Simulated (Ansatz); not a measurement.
**C (Fd-3m): cell relaxations under several functionals**

The task is cell relaxations under several functionals, for C (Fd-3m).

All numbers are computed with Ansatz 0.2.0 through its Python package. The levels of theory stand in the script.

### 1 Starting point

Symmetry: Fd-3m, No. 227, cubic system. The conventional cell has a = 3.567 Å, b = 3.567 Å, c = 3.567 Å, α = 90.00°, β = 90.00°, γ = 90.00°. C (site symmetry -43m) is surrounded by 4 C at 1.54 Å.

The script holds or builds the structure itself.

### 2 The script

File c.py:

```python
'''Relaxed cell of C under several functionals.'''

import warnings

import ansatz
from ase import Atoms
import numpy as np

def edges_and_angles(cell):
    cell = np.asarray(cell)
    a, b, c = np.linalg.norm(cell, axis=1)
    cosines = cell[1] @ cell[2] / (b * c), cell[0] @ cell[2] / (a * c), cell[0] @ cell[1] / (a * b)
    return (a, b, c, *np.degrees(np.arccos(cosines)))


def main() -> None:
    warnings.simplefilter('ignore', ansatz.DeckWarning)

    atoms = Atoms(
        ['C', 'C'],
        scaled_positions=[
            (0.0, 0.0, 0.0),
            (0.25, 0.25, 0.25),
        ],
        cell=[
            (0.0, 1.78337, 1.78337),
            (1.78337, 0.0, 1.78337),
            (1.78337, 1.78337, 0.0),
        ],
        pbc=True,
    )
    crystal = ansatz.Crystal.from_ase(atoms)

    calc = crystal.calculation()
    calc = calc.kpoints(mesh=(8, 8, 8))
    calc = calc.occupations('fixed').relax(cell=True, force_tolerance=0.005, max_steps=60)

    levels = [('pbe', 'd4'), ('r2scan', 'rvv10'), ('revpbe', 'd3bj')]
    print('level            a       b       c    alpha   beta  gamma  V/atom  steps')
    for name, dispersion in levels:
        seen = []
        run = calc.functional(name, dispersion=dispersion).session().plan()
        result = run.execute(on_event=lambda e: seen.append(e) if e['event'] == 'relax_step' else None)
        cell = result.lattice.cell_ang
        label = name if dispersion == 'none' else f'{name}+{dispersion}'
        print('{:13s} {:7.4f} {:7.4f} {:7.4f} {:6.2f} {:6.2f} {:6.2f}'.format(label, *edges_and_angles(cell)), f'{abs(np.linalg.det(cell)) / len(result.lattice.sites):7.3f} {len(seen):5d}')


if __name__ == '__main__':
    main()
```

### 3 Running it

Started as:

```sh
> python c.py
```

The log of the run:

```text
level            a       b       c    alpha   beta  gamma  V/atom  steps
pbe+d4         2.5153  2.5153  2.5153  60.00  60.00  60.00   5.627     6
r2scan+rvv10   2.5158  2.5158  2.5158  60.00  60.00  60.00   5.630     4
revpbe+d3bj    2.5132  2.5132  2.5132  60.00  60.00  60.00   5.612     6
```

It took 15 s on 1 thread of Arm Neoverse V2, shared host; peak memory 0.41 GiB.

### 4 What each run gave

One row for each of the 3 runs:

```
run  functional  dispersion  energy (eV/atom)  final volume (Å³/atom)  pressure (GPa)  gap on the mesh (eV)  SCF cycles in all  CPU time (s)
  1         pbe          d4         -251.0210                    5.63            0.00                  4.16                 22           9.1
  2      r2scan       rvv10         -251.4253                    5.63            0.01                  4.34                 16           3.8
  3      revpbe        d3bj         -252.1029                    5.61            0.00                  4.16                 23           1.1
```

Totals hang on method, basis and potentials, so only like runs compare.

### 5 The relaxation of run 1, step by step

Relaxation path:

| step | E - E(step 1) (eV/cell) | largest force component (eV/Å) | pressure (GPa) | volume (Å³) |
| --- | --- | --- | --- | --- |
| 1 | 0.0000 | 0.0000 | -3.49 | 11.34 |
| 2 | -0.0012 | 0.0000 | -1.35 | 11.29 |
| 3 | -0.0016 | 0.0000 | 0.01 | 11.26 |
| 4 | -0.0011 | 0.0000 | -0.08 | 11.26 |
| 5 | -0.0011 | 0.0000 | 0.00 | 11.25 |
| 6 | -0.0011 | 0.0000 | 0.00 | 11.25 |

Step 1 is the start. Steps 4, 6 each repeat the geometry before them on a plane-wave basis chosen anew, so the energy can jump there without any move.

Lengths and angles in the start's conventional setting:

|  | before | after | change |
| --- | --- | --- | --- |
| a (Å) | 3.567 | 3.557 | -0.3 % |
| b (Å) | 3.567 | 3.557 | -0.3 % |
| c (Å) | 3.567 | 3.557 | -0.3 % |
| volume (Å³/atom) | 5.67 | 5.63 | -0.8 % |
| shortest distance (Å) | 1.544 | 1.540 | -0.3 % |
| space group (0.01 Å) | Fd-3m | Fd-3m | same |

The run keeps the 48 symmetry operations of the start, so it could not have lowered the symmetry.

### 6 How the relaxation of run 3 went

The steps of the relaxation:

| step | E - E(step 1) (eV/cell) | largest force component (eV/Å) | pressure (GPa) | volume (Å³) |
| --- | --- | --- | --- | --- |
| 1 | 0.0000 | 0.0000 | -4.55 | 11.34 |
| 2 | -0.0018 | 0.0000 | -1.81 | 11.27 |
| 3 | -0.0023 | 0.0000 | 0.03 | 11.23 |
| 4 | -0.0016 | 0.0000 | -0.08 | 11.23 |
| 5 | -0.0017 | 0.0000 | 0.00 | 11.22 |
| 6 | -0.0017 | 0.0000 | 0.00 | 11.22 |

Step 1 is the start. Steps 4, 6 each repeat the geometry before them on a plane-wave basis chosen anew, so the energy can jump there without any move.

Lengths and angles in the start's conventional setting:

|  | before | after | change |
| --- | --- | --- | --- |
| a (Å) | 3.567 | 3.554 | -0.4 % |
| b (Å) | 3.567 | 3.554 | -0.4 % |
| c (Å) | 3.567 | 3.554 | -0.4 % |
| volume (Å³/atom) | 5.67 | 5.61 | -1.0 % |
| shortest distance (Å) | 1.544 | 1.539 | -0.4 % |
| space group (0.01 Å) | Fd-3m | Fd-3m | same |

The run keeps the 48 symmetry operations of the start, so it could not have lowered the symmetry.

### 7 Results

| quantity | value |
| --- | --- |
| runs compared | 3 |
| relaxed volume | 5.61 (revpbe d3bj) to 5.63 Å³/atom (r2scan rvv10) |
| gap on the mesh | 4.16 (revpbe) to 4.34 eV (r2scan) |

**Reading.** From smallest to largest: revPBE+D3BJ (5.61 Å³ an atom, -1.0 % against the start), PBE+D4 (5.63 Å³ an atom, -0.8 % against the start) and r2SCAN+RVV10 (5.63 Å³ an atom, -0.7 % against the start). The spread is 0.3 % in volume. In run 1, over 3 moves the cell shrank by 0.8 % in volume, and the space group stayed Fd-3m. In run 3, the volume shrank by 1.0 % over 3 moves, and the space group stayed Fd-3m. Forces vanish by symmetry, so the ions can't move, and the end may be a saddle. Edges and angles that the script prints are those of the cell as typed, here a primitive one.
